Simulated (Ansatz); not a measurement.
The system is Ta3AsAu2O13.

```
CELL_PARAMETERS angstrom
5.45204 0.00000 0.00000
-2.72602 4.72161 0.00000
0.00000 0.00000 9.57902
ATOMIC_POSITIONS crystal
Ta 0.00000 0.00000 0.19408
Ta 0.00000 0.00000 0.80592
Ta 0.66667 0.33333 0.00000
As 0.00000 0.00000 0.50000
Au 0.33333 0.66667 0.27428
Au 0.33333 0.66667 0.72572
O 0.00000 0.00000 0.00000
O 0.23947 0.97129 0.36402
O 0.02871 0.26818 0.36402
O 0.73182 0.76053 0.36402
O 0.23947 0.97129 0.63598
O 0.02871 0.26818 0.63598
O 0.73182 0.76053 0.63598
O 0.38452 0.33425 0.85844
O 0.66575 0.05026 0.85844
O 0.94974 0.61548 0.85844
O 0.38452 0.33425 0.14156
O 0.66575 0.05026 0.14156
O 0.94974 0.61548 0.14156
```

The cell was built by a generator and needn't be a form met in nature.

Base run:

- Program: Ansatz 0.2.0
- Functional: PBE
- Potentials or basis: all-electron LAPW, scalar-relativistic
- Cutoff: 483 eV
- Density cutoff: 1932 eV
- Basis error allowed: 0.003 eV/atom
- k mesh: 4 × 4 × 2
- Occupations: fermi-dirac, width 0.05 eV
- Spin: no spin polarisation
- Hubbard terms: Au d U = 6 eV, Ta d U = 6 eV

Its results: band gap on the k mesh none (metal or under the smearing width); pressure 3.9 GPa; largest force 0.816 eV/Å.

Problem. The run is repeated on the same cell with these changes: hubbard terms from Au d U = 6 eV, Ta d U = 6 eV to none. What comes out?

Solution. Band gap on the k mesh none (metal or under the smearing width); pressure -0.1 GPa; largest force 0.206 eV/Å.

Caveats: the k mesh is thin for a metal, which can move the energy by tens of meV per atom; U is the effective U less J, on atomic orbitals that reach past the spheres (some runs); U without spin polarisation on a metal has little footing (some runs).

Not every run made on this cell is shown here.
